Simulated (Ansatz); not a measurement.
# FH₂InOS: how energies converge with the basis set

The task here is to estimate one member of a computed series from the others.

Method: one geometry, several basis sets; program: Ansatz 0.2.0, Gaussian basis.

Plan: PBE0-D4/def2-SVP; ωB97M-V/def2-SVP; PBE0-D4/def2-QZVPP; ωB97M-V/def2-QZVPP; the functionals' def2-TZVPP values are taken from earlier runs.

## The geometry

All runs share one geometry, relaxed beforehand with PBE0-D4 in a triple-zeta def2 set. In takes the def2 core potential; no spin-orbit term is included.

SMILES `[OH][In]([F])[SH]`, 6 atoms, charge 0, spin multiplicity 1.

Atoms are counted from 1 here; the program's logs count them from 0.

Bond lengths: O1–In2 1.966 Å, O1–H5 0.961 Å, In2–F3 1.936 Å, In2–S4 2.357 Å, S4–H6 1.344 Å. Angles: In2–O1–H5 113.2°, O1–In2–F3 111.9°, O1–In2–S4 131.1°, F3–In2–S4 117.1°, In2–S4–H6 93.0°.

The first run:

Input file in.yaml:

```yaml
crystal:
  periodic: [false, false, false]
  atoms:
    - {symbol: O, position_ang: [1.364756, -0.158689, -1.215365]}
    - {symbol: In, position_ang: [0.315109, -0.362780, 0.434381]}
    - {symbol: F, position_ang: [1.249581, -1.424151, 1.757131]}
    - {symbol: S, position_ang: [-1.817017, 0.452102, 1.023974]}
    - {symbol: H, position_ang: [0.919131, 0.365425, -1.885654]}
    - {symbol: H, position_ang: [-1.989458, 1.064194, -0.160567]}
basis:
  gaussian: {orbitals: def2-SVP}
hamiltonian: {xc: pbe0, dispersion: d4}
output: {orbitals: {seedname: orbitals}}
```

Among the steps run: PBE0-D4 in def2-SVP; ωB97M-V in def2-SVP; PBE0-D4 in def2-QZVPP; ωB97M-V in def2-QZVPP.

One of the session's tables, all rows but one given; the rest of the session is left out.

It belongs to the step «Density functionals: the series». 

```
functional       basis  HOMO (eV)  LUMO (eV)
   PBE0-D4    def2-SVP          ?          ?
   PBE0-D4  def2-TZVPP      -8.20      -2.23
   PBE0-D4  def2-QZVPP      -8.23      -2.31
   ωB97M-V    def2-SVP     -10.21      -0.04
   ωB97M-V  def2-TZVPP     -10.41      -0.33
   ωB97M-V  def2-QZVPP     -10.45      -0.54
```

Q: Estimate the row for PBE0-D4, def2-SVP from the others.

**Answer.** HOMO (eV): -8.04; LUMO (eV): -2.03. In the column «HOMO (eV)» it is the highest.
